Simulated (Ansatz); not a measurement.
# C2H10SSi2: the cost of one run

Method: RKS r2SCAN/6-31G, in Ansatz 0.2.0.

### 1 The structure to begin with

Bond lengths: C1–Si2 1.791 Å, Si2–Si3 2.286 Å, Si3–C4 1.864 Å, C4–S5 1.783 Å, C1–H6 1.155 Å, C1–H7 1.106 Å, C1–H8 1.057 Å, Si2–H9 1.462 Å, Si2–H10 1.480 Å, Si3–H11 1.513 Å, Si3–H12 1.528 Å, C4–H13 1.213 Å, C4–H14 1.068 Å, S5–H15 1.331 Å. Angles (14 of 25 angles, heavy atoms first): C1–Si2–Si3 108.1°, Si2–Si3–C4 112.5°, Si3–C4–S5 112.0°, C1–Si2–H9 110.5°, C1–Si2–H10 109.3°, Si3–Si2–H9 108.3°, Si3–Si2–H10 109.9°, Si2–C1–H6 112.8°, Si2–C1–H7 111.9°, Si2–C1–H8 114.9°, Si2–Si3–H11 109.1°, Si2–Si3–H12 112.2°, C4–Si3–H11 109.4°, C4–Si3–H12 107.9°.

As a file:

```xyz
15

C    -2.0711   -0.5314   -0.3406
Si   -0.4611   -1.0987   -0.8820
Si    1.0639   -0.5477    0.7295
C     1.2503    1.2954    0.9364
S     2.0759    2.0425   -0.4567
H    -2.1238    0.6154   -0.2179
H    -2.8527   -0.7253   -1.0984
H    -2.3933   -0.9261    0.5853
H    -0.0747   -0.4335   -2.1247
H    -0.4953   -2.5672   -1.0614
H     0.6374   -1.1598    2.0460
H     2.4460   -1.1291    0.4377
H     0.1318    1.7605    0.9906
H     1.6843    1.5513    1.8781
H     1.1606    1.8028   -1.3924
```

### 2 Relaxing end A

The input, input.yaml:

```yaml
crystal:
  periodic: [false, false, false]
  atoms:
    - { symbol: C, position_ang: [-2.0711, -0.5314, -0.3406] }
    - { symbol: Si, position_ang: [-0.4611, -1.0987, -0.882] }
    - { symbol: Si, position_ang: [1.0639, -0.5477, 0.7295] }
    - { symbol: C, position_ang: [1.2503, 1.2954, 0.9364] }
    - { symbol: S, position_ang: [2.0759, 2.0425, -0.4567] }
    - { symbol: H, position_ang: [-2.1238, 0.6154, -0.2179] }
    - { symbol: H, position_ang: [-2.8527, -0.7253, -1.0984] }
    - { symbol: H, position_ang: [-2.3933, -0.9261, 0.5853] }
    - { symbol: H, position_ang: [-0.0747, -0.4335, -2.1247] }
    - { symbol: H, position_ang: [-0.4953, -2.5672, -1.0614] }
    - { symbol: H, position_ang: [0.6374, -1.1598, 2.046] }
    - { symbol: H, position_ang: [2.446, -1.1291, 0.4377] }
    - { symbol: H, position_ang: [0.1318, 1.7605, 0.9906] }
    - { symbol: H, position_ang: [1.6843, 1.5513, 1.8781] }
    - { symbol: H, position_ang: [1.1606, 1.8028, -1.3924] }
basis:
  gaussian: { orbitals: "6-31G" }
hamiltonian:
  xc: r2scan
relax:
  f_tol: 0.02
  max_steps: 50
```

The run is started by

```console
ansatz run input.yaml --threads 2 --pin off --max-ram 3072MiB --backend cpu --events-out ev --progress --plain --runs-dir out
```

**Question.** How long does this run take on 2 threads of Intel Xeon Platinum 8488C (Sapphire Rapids), shared host, and how much memory does it need?

About 47 s, with a peak of 0.18 GiB.
